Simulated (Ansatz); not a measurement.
I need a rigid scan of one bond length of FH₄PSeSi, SMILES F[SiH](P)[SeH]. Use Ansatz's Python interface. Level of theory (for the species named): PBE, def2-SVP basis, multiplicity 1.

```yaml
atoms:
  - { symbol: F, position_ang: [2.0863, 0.0836, -1.1779] }
  - { symbol: Si, position_ang: [0.8937, 0.0600, 0.0138] }
  - { symbol: P, position_ang: [-0.5195, -1.5868, -0.3930] }
  - { symbol: Se, position_ang: [-0.2279, 2.0457, 0.0057] }
  - { symbol: H, position_ang: [1.5178, -0.1445, 1.3293] }
  - { symbol: H, position_ang: [-1.4952, -1.1177, 0.5756] }
  - { symbol: H, position_ang: [-1.1385, -0.9049, -1.5164] }
  - { symbol: H, position_ang: [-1.1167, 1.5647, 1.1629] }
```

`fh4psesi.py`:
```python
"""Potential curve of FH4PSeSi along one bond."""

import ansatz
import numpy as np

GEOMETRY = """
F     2.08630    0.08360   -1.17790
Si    0.89370    0.06000    0.01380
P    -0.51950   -1.58680   -0.39300
Se   -0.22790    2.04570    0.00570
H     1.51780   -0.14450    1.32930
H    -1.49520   -1.11770    0.57560
H    -1.13850   -0.90490   -1.51640
H    -1.11670    1.56470    1.16290
"""


def main() -> None:
    mol = ansatz.Crystal.molecule()
    for line in GEOMETRY.strip().splitlines():
        symbol, *xyz = line.split()
        mol = mol.atom(symbol, [float(v) for v in xyz])

    symbols = [site.symbol for site in mol.cartesian_sites]
    start = np.array([site.position_ang for site in mol.cartesian_sites])
    axis = (start[3] - start[1]) / np.linalg.norm(start[3] - start[1])
    moving = [3, 7]
    lengths, energies = [1.94, 2.1, 2.28, 2.51, 2.85, 3.42, 4.11, 5.02], []
    for length in lengths:
        xyz = start.copy()
        xyz[moving] += (length - np.linalg.norm(start[3] - start[1])) * axis
        point = ansatz.Crystal.molecule()
        for symbol, place in zip(symbols, xyz):
            point = point.atom(symbol, place.tolist())
        setup = point.calculation().basis(gaussian="def2-SVP").functional("pbe")
        data = setup.run().report
        energies.append(data["free_energy_ev"])
        print(f"r = {length:6.3f} A  E = {energies[-1]:.5f} eV  <S^2> = {abs(data['mean_field']['state']['spin_squared']):.3f}")

    print("energy above the lowest point (eV):", [round(e - min(energies), 3) for e in energies])


if __name__ == "__main__":
    main()
```

```console
$ python fh4psesi.py
r =  1.940 A  E = -85262.23067 eV  <S^2> = 0.000
r =  2.100 A  E = -85263.29797 eV  <S^2> = 0.000
r =  2.280 A  E = -85263.66458 eV  <S^2> = 0.000
r =  2.510 A  E = -85263.50878 eV  <S^2> = 0.000
r =  2.850 A  E = -85262.83022 eV  <S^2> = 0.000
r =  3.420 A  E = -85261.65939 eV  <S^2> = 0.000
r =  4.110 A  E = -85260.70002 eV  <S^2> = 0.000
r =  5.020 A  E = -85260.08072 eV  <S^2> = 0.000
energy above the lowest point (eV): [1.434, 0.367, 0.0, 0.156, 0.834, 2.005, 2.965, 3.584]
```

What to keep in mind:
- Total energies depend on the basis set; only differences at equal settings carry meaning.
- The rest of the molecule is held rigid at a force-field or estimated start geometry, and the basis set is modest; single-reference methods fail as a bond breaks.
- The orbitals are restricted, so S² is zero by construction.
- Toward dissociation an unrestricted state can lie under the restricted one, by tenths of an eV for polar bonds under a functional and by 1 to 2 eV or more for others.
- Hardware and time: 22 s on 1 thread of Intel(R) Xeon(R) Platinum 8259CL CPU @ 2.50GHz (Skylake/Cascade Lake), with other jobs on the host, peak memory 0.22 GiB.

(Lines on the test bed's own set-up are left out of the output.)
